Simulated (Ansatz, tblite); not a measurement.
# SnEt3(NHMe) (C₇H₁₉NSn): charged states by level of theory

Aim: the energy of removing an electron for SnEt3(NHMe) (C₇H₁₉NSn), by energy differences, and how well orbital energies stand in for it.

Computed with Ansatz 0.2.0, Gaussian basis. Level: as each input shows.

The runs, in order: charge +1 doublet, at the geometry of the singlet (PBE0-D4/def2-TZVP, PBE-D4/def2-TZVP, LC-ωPBE/def2-TZVP); the starting singlet's energies come from earlier runs.

5 further runs of the same task are left out: 1 for a known fault of the program, 1 that didn't finish, 3 set aside as unsound or not needed.

### Step 1. The relaxed structure

The geometry is that of the singlet, from an earlier relaxation (r2SCAN-D4/def2-SVP).

28 atoms, charge 0, spin multiplicity 1.

Atoms are counted from 1 here; the program's logs count them from 0.

Bond lengths: Sn1–C2 2.171 Å, Sn1–C9 2.184 Å, Sn1–C16 2.171 Å, Sn1–N23 2.064 Å, C2–C3 1.528 Å, C2–H4 1.104 Å, C2–H5 1.104 Å, C3–H6 1.104 Å, C3–H7 1.103 Å, C3–H8 1.102 Å, C9–C10 1.526 Å, C9–H11 1.104 Å, C9–H12 1.104 Å, C10–H13 1.104 Å, C10–H14 1.103 Å, C10–H15 1.103 Å, C16–C17 1.527 Å, C16–H18 1.103 Å and more. Angles: C2–Sn1–C9 112.8°, C2–Sn1–C16 111.2°, C2–Sn1–N23 103.1°, C9–Sn1–C16 112.3°, C9–Sn1–N23 111.4°, C16–Sn1–N23 105.6°, Sn1–C2–C3 111.6°, Sn1–C2–H4 108.6°, Sn1–C2–H5 107.5°, C3–C2–H4 111.5°, C3–C2–H5 111.1°, H4–C2–H5 106.3°, C2–C3–H6 112.0°, C2–C3–H7 111.6°, C2–C3–H8 111.4°, H6–C3–H7 107.1°, H6–C3–H8 107.6°, H7–C3–H8 106.9° and more.

As a file:

| atom | x (Å) | y (Å) | z (Å) |
| --- | --- | --- | --- |
| Sn1 | 0.05332 | -0.00951 | -0.03756 |
| C2 | 0.02012 | -0.15638 | 2.12808 |
| C3 | -1.39563 | 0.00097 | 2.68016 |
| H4 | 0.70364 | 0.60380 | 2.54366 |
| H5 | 0.44622 | -1.13771 | 2.40097 |
| H6 | -1.42636 | -0.11123 | 3.77816 |
| H7 | -1.81625 | 0.99286 | 2.44395 |
| H8 | -2.08055 | -0.74768 | 2.24985 |
| C9 | 2.07018 | -0.14633 | -0.86359 |
| C10 | 2.77806 | -1.43794 | -0.46311 |
| H11 | 2.63505 | 0.74092 | -0.52847 |
| H12 | 1.98090 | -0.06448 | -1.96058 |
| H13 | 3.78495 | -1.51584 | -0.90947 |
| H14 | 2.90355 | -1.51376 | 0.63013 |
| H15 | 2.21169 | -2.32813 | -0.78550 |
| C16 | -0.99544 | 1.76533 | -0.71852 |
| C17 | -0.41085 | 3.06031 | -0.15772 |
| H18 | -2.04960 | 1.63825 | -0.41915 |
| H19 | -0.98100 | 1.77093 | -1.82181 |
| H20 | -0.97099 | 3.94796 | -0.49997 |
| H21 | -0.42879 | 3.07455 | 0.94524 |
| H22 | 0.63859 | 3.20557 | -0.46468 |
| N23 | -1.11357 | -1.60494 | -0.63222 |
| C24 | -1.35053 | -1.84702 | -2.04290 |
| H25 | -0.87796 | -2.46934 | -0.14621 |
| H26 | -2.16841 | -2.57744 | -2.18996 |
| H27 | -1.68206 | -0.91476 | -2.53299 |
| H28 | -0.47825 | -2.21892 | -2.62580 |

Sn takes a core potential in the def2 sets. No spin-orbit coupling is included.

### Step 2. Charge +1 doublet at the fixed geometry, PBE0-D4/def2-TZVP

The input, in.yaml:

```yaml
crystal:
  periodic: [false, false, false]
  atoms:
    - {symbol: Sn, position_ang: [0.053318, -0.009512, -0.037557]}
    - {symbol: C, position_ang: [0.020120, -0.156385, 2.128077]}
    - {symbol: C, position_ang: [-1.395627, 0.000975, 2.680164]}
    - {symbol: H, position_ang: [0.703636, 0.603799, 2.543662]}
    - {symbol: H, position_ang: [0.446224, -1.137714, 2.400972]}
    - {symbol: H, position_ang: [-1.426364, -0.111231, 3.778157]}
    - {symbol: H, position_ang: [-1.816248, 0.992862, 2.443953]}
    - {symbol: H, position_ang: [-2.080554, -0.747676, 2.249853]}
    - {symbol: C, position_ang: [2.070176, -0.146325, -0.863591]}
    - {symbol: C, position_ang: [2.778057, -1.437940, -0.463115]}
    - {symbol: H, position_ang: [2.635054, 0.740918, -0.528470]}
    - {symbol: H, position_ang: [1.980899, -0.064481, -1.960582]}
    - {symbol: H, position_ang: [3.784947, -1.515835, -0.909470]}
    - {symbol: H, position_ang: [2.903549, -1.513758, 0.630130]}
    - {symbol: H, position_ang: [2.211685, -2.328130, -0.785499]}
    - {symbol: C, position_ang: [-0.995443, 1.765334, -0.718525]}
    - {symbol: C, position_ang: [-0.410849, 3.060309, -0.157717]}
    - {symbol: H, position_ang: [-2.049602, 1.638248, -0.419150]}
    - {symbol: H, position_ang: [-0.980999, 1.770932, -1.821815]}
    - {symbol: H, position_ang: [-0.970990, 3.947956, -0.499974]}
    - {symbol: H, position_ang: [-0.428789, 3.074550, 0.945239]}
    - {symbol: H, position_ang: [0.638591, 3.205568, -0.464675]}
    - {symbol: N, position_ang: [-1.113569, -1.604940, -0.632224]}
    - {symbol: C, position_ang: [-1.350532, -1.847020, -2.042899]}
    - {symbol: H, position_ang: [-0.877956, -2.469338, -0.146208]}
    - {symbol: H, position_ang: [-2.168406, -2.577445, -2.189959]}
    - {symbol: H, position_ang: [-1.682065, -0.914758, -2.532987]}
    - {symbol: H, position_ang: [-0.478255, -2.218923, -2.625800]}
basis:
  gaussian: {orbitals: def2-TZVP, fitting: {mean_field: def2-universal-jkfit}}
total_charge: 1
magnetization: {spin_polarized: true, initial_magnetization: 1}
hamiltonian: {xc: pbe0, dispersion: d4}
scf: {omitted_lower_state_checks: [starts]}
output: {orbitals: {seedname: orbitals}}
```

Launch:

```console
ansatz run in.yaml --threads 2 --pin off --events-out ev --progress --plain --max-ram 32768MiB --backend cuda --devices 0, --max-vram 18GiB
```

Standard output:

```text
Functional definition: PBE0
  name "PBE0"
  cite "Adamo & Barone, J. Chem. Phys. 110, 6158 (1999) doi:10.1063/1.478522"
  cite "Perdew, Burke & Ernzerhof, Phys. Rev. Lett. 77, 3865 (1996) doi:10.1103/PhysRevLett.77.3865"
  parent pbe
  parameter a = 0.25
  parameter kappa = 0.804
  parameter beta = 0.06672455060314922
  exchange = (1 - a)*pbe_x(kappa = kappa, mu = beta*pi^2/3) + a*exact_x
  correlation = pbe_c(beta = beta)
these checks for a lower state are left out or cut short: starts
1162 factors; integrals over basis functions are off by at most 4.3e-1 eV
mean field evaluation 1: about -14845.0699 eV, gradient 8.2e1 eV
mean field evaluation 2: about -14829.8720 eV, gradient 9.5e1 eV
mean field evaluation 4: about -14874.9884 eV, gradient 8.8e0 eV
mean field evaluation 8: about -14875.3368 eV, gradient 4.5e-1 eV
mean field evaluation 16: about -14875.3341 eV, gradient 1.8e-3 eV
mean field -14875.33414833 eV, -546.6584470876 hartree, gradient 5.8e-5 eV, S^2 0.762455; 0 other end points of the search recorded, 0 dependent functions left out
reference -14875.33419413 eV, -546.6584487705 hartree; 45, 44 occupied and 367, 368 virtual orbitals, 1162 factors
Total energy: -14875.89404819 eV, -546.6790230278 hartree
Checks for a lower state left out: starts
```

Wall time 4.4 s (1 × H100 (card shared with other runs) with 2 threads of AMD EPYC 7R13, shared host); peak host memory 0.94 GiB.

From the report: HOMO -11.21 eV, LUMO -9.27 eV (over both spins); ⟨S²⟩ 0.762 (pure: 0.75).

### Step 3. Charge +1 doublet at the fixed geometry, PBE-D4/def2-TZVP

start.molden holds the orbitals of an earlier run on this state, given as this run's starting guess.

in.yaml: that of step 2 with these lines changed.

```diff
@@ -32,6 +32,6 @@
 basis:
-  gaussian: {orbitals: def2-TZVP, fitting: {mean_field: def2-universal-jkfit}}
+  gaussian: {orbitals: def2-TZVP, fitting: {mean_field: def2-universal-jkfit}, initial_orbitals: start.molden}
 total_charge: 1
 magnetization: {spin_polarized: true, initial_magnetization: 1}
-hamiltonian: {xc: pbe0, dispersion: d4}
+hamiltonian: {xc: pbe, dispersion: d4}
 scf: {omitted_lower_state_checks: [starts]}
```

Launched as before.

Standard output:

```text
Functional definition: PBE
  name "PBE"
  cite "Perdew, Burke & Ernzerhof, Phys. Rev. Lett. 77, 3865 (1996) doi:10.1103/PhysRevLett.77.3865"
  parent pbe
  parameter kappa = 0.804
  parameter beta = 0.06672455060314922
  exchange = pbe_x(kappa = kappa, mu = beta*pi^2/3)
  correlation = pbe_c(beta = beta)
these checks for a lower state are left out or cut short: starts
1162 factors; integrals over basis functions are off by at most 4.3e-1 eV
mean field evaluation 1: about -14873.4518 eV, gradient 8.6e0 eV
mean field evaluation 2: about -14873.7134 eV, gradient 4.2e-1 eV
mean field evaluation 4: about -14873.7180 eV, gradient 8.7e-2 eV
mean field evaluation 8: about -14873.7180 eV, gradient 1.5e-5 eV
mean field -14873.71801810 eV, -546.5990553970 hartree, gradient 1.5e-5 eV, S^2 0.754460; 0 other end points of the search recorded, 0 dependent functions left out
reference -14873.71808034 eV, -546.5990576844 hartree; 45, 44 occupied and 367, 368 virtual orbitals, 1162 factors
Total energy: -14874.36179607 eV, -546.6227138011 hartree
Checks for a lower state left out: starts
```

Run time: 3.1 s. Hardware: 1 × H100 (card shared with other runs) with 2 threads of AMD EPYC 7R13, shared host; peak host memory 0.9 GiB.

HOMO -10.16 eV, LUMO -9.90 eV (over both spins); ⟨S²⟩ 0.754 (pure: 0.75).

### Step 4. Charge +1 doublet at the fixed geometry, LC-ωPBE/def2-TZVP

in.yaml: that of step 3 with these lines changed.

```diff
@@ -35,3 +35,3 @@
 magnetization: {spin_polarized: true, initial_magnetization: 1}
-hamiltonian: {xc: pbe, dispersion: d4}
+hamiltonian: {xc: {name: LC-wPBE}}
 scf: {omitted_lower_state_checks: [starts]}
```

Same command.

Standard output, cut to the lines that bear on the results:

```text
Functional definition: LC-wPBE
  name "LC-wPBE"
  cite "Vydrov & Scuseria, J. Chem. Phys. 125, 234109 (2006) doi:10.1063/1.2409292"
  cite "Heyd & Scuseria, J. Chem. Phys. 120, 7274 (2004) doi:10.1063/1.1668634"
  cite "Ernzerhof & Perdew, J. Chem. Phys. 109, 3313 (1998) doi:10.1063/1.476928"
  cite "Perdew, Burke & Ernzerhof, Phys. Rev. Lett. 77, 3865 (1996) doi:10.1103/PhysRevLett.77.3865"
  parent pbe
[...]
1162 factors; integrals over basis functions are off by at most 4.3e-1 eV
1162 factors; integrals over basis functions are off by at most 1.1e-6 eV
[...]
mean field -14881.69708359 eV, -546.8922806454 hartree, gradient 1.5e-5 eV, S^2 0.759556; 0 other end points of the search recorded, 0 dependent functions left out
reference -14881.69708360 eV, -546.8922806458 hartree; 45, 44 occupied and 367, 368 virtual orbitals, 1162 factors
Total energy: -14881.69708360 eV, -546.8922806458 hartree
Checks for a lower state left out: starts
```

Wall time 6 s (1 × H100 (card shared with other runs) with 2 threads of AMD EPYC 7R13, shared host); peak host memory 0.91 GiB.

HOMO -13.74 eV, LUMO -7.16 eV (over both spins); ⟨S²⟩ 0.760 (pure: 0.75).

### Step 5. Vertical ionisation energy

Charged state less starting state, singlet to doublet; the starting state's energies are those of its earlier runs.

| level | vertical ionisation energy (eV) | time |
| --- | --- | --- |
| PBE-D4/def2-TZVP | +7.43 | 7 s |
| PBE0-D4/def2-TZVP | +7.68 | 6.7 s |
| LC-ωPBE/def2-TZVP | +7.97 | 9.9 s |

Times add the two runs; a level without a time comes out of a correlated run.

Beside −ε(HOMO) of the starting state:

| level | −ε(HOMO) (eV) | by difference (eV) | mismatch (eV) |
| --- | --- | --- | --- |
| PBE-D4/def2-TZVP | 4.65 | 7.43 | -2.78 |
| PBE0-D4/def2-TZVP | 5.96 | 7.68 | -1.72 |
| LC-ωPBE/def2-TZVP | 8.67 | 7.97 | +0.70 |

### Step 6. Results

| quantity | value |
| --- | --- |
| vertical ionisation energy, functionals in def2-TZVP | 7.43 (PBE-D4) to 7.97 eV (LC-ωPBE) |

**Reading.** The vertical ionisation energy spans 7.43 to 7.97 eV over the functionals. −ε(HOMO) misses the level's own difference by +0.70 eV at best (LC-ωPBE) and -2.78 eV at worst (PBE-D4).
